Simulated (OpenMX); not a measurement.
Crystal: SiF.

```
CELL_PARAMETERS angstrom
3.02860 0.00000 0.00000
0.00000 3.02860 0.00000
0.00000 0.00000 3.02860
ATOMIC_POSITIONS crystal
Si 0.50000 0.50000 0.50000
F 0.00000 0.00000 0.00000
```

The cell was built by a generator and needn't be a form met in nature.

Base run:

* Program: OpenMX 3.8.5
* Functional: PBE
* Dispersion: D3(BJ)
* Potentials or basis: OpenMX 2013 PBE set, Si7.0-s2p2d1, F6.0-s2p2d1, grid cutoff 400 Ry
* k mesh: 7 × 7 × 7
* Occupations: fermi-dirac, width 0.05 eV
* Spin: no spin polarisation

Its results: band gap on the k mesh none (metal or under the smearing width); pressure -1.6 GPa.

Q: The run is repeated on the same cell with these changes: dispersion from D3(BJ) to D4. What comes out?

A: Band gap on the k mesh none (metal or under the smearing width); pressure -0.2 GPa.

Caveats: the basis of atomic orbitals isn't converged, which shifts pressures, moduli and gaps; an odd number of electrons without spin polarisation forces a metal; a magnetic or distorted state may lie lower; pairwise dispersion overbinds metals, which lowers pressure and volume.
